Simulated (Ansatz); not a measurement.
# CH6Sn: the cost of one run

All numbers below are computed with Ansatz 0.2.0 (RKS PBE0-D4/def2-SVP).

### 1 Starting point

Bond lengths: Sn1–C2 2.150 Å, C2–H3 1.110 Å, C2–H4 1.110 Å, C2–H5 1.110 Å, Sn1–H6 1.740 Å, Sn1–H7 1.739 Å, Sn1–H8 1.739 Å. Angles: Sn1–C2–H3 109.5°, Sn1–C2–H4 109.5°, Sn1–C2–H5 109.5°, H3–C2–H4 109.4°, H3–C2–H5 109.4°, H4–C2–H5 109.4°, C2–Sn1–H6 109.4°, C2–Sn1–H7 109.5°, C2–Sn1–H8 109.5°, H6–Sn1–H7 109.5°, H6–Sn1–H8 109.5°, H7–Sn1–H8 109.5°.

As a file:

```xyz
8

Sn    0.0000    0.0000    0.0000
C     0.0000    0.0000    2.1500
H    -0.9996   -0.3092    2.5205
H     0.7676   -0.7111    2.5205
H     0.2320    1.0203    2.5205
H     1.6408    0.0000   -0.5794
H    -0.8195    1.4198   -0.5794
H    -0.8195   -1.4198   -0.5794
```

### 2 Relaxing the start

File input.yaml:

```yaml
crystal:
  periodic: [false, false, false]
  atoms:
    - { symbol: Sn, position_ang: [0.0, 0.0, 0.0] }
    - { symbol: C, position_ang: [0.0, 0.0, 2.15] }
    - { symbol: H, position_ang: [-0.9996, -0.3092, 2.5205] }
    - { symbol: H, position_ang: [0.7676, -0.7111, 2.5205] }
    - { symbol: H, position_ang: [0.232, 1.0203, 2.5205] }
    - { symbol: H, position_ang: [1.6408, 0.0, -0.5794] }
    - { symbol: H, position_ang: [-0.8195, 1.4198, -0.5794] }
    - { symbol: H, position_ang: [-0.8195, -1.4198, -0.5794] }
basis:
  gaussian: { orbitals: def2-SVP }
hamiltonian:
  xc: pbe0
  dispersion: d4
relax:
  f_tol: 0.02
  max_steps: 40
```

Run with:

```sh
$ ansatz run input.yaml --threads 1 --pin off --max-ram 2048MiB --backend cpu --events-out ev --progress --plain --runs-dir out
```

Q: Estimate wall time and peak memory on 1 thread of Arm Neoverse V1, shared host.

About 26 s, with a peak of 0.13 GiB.
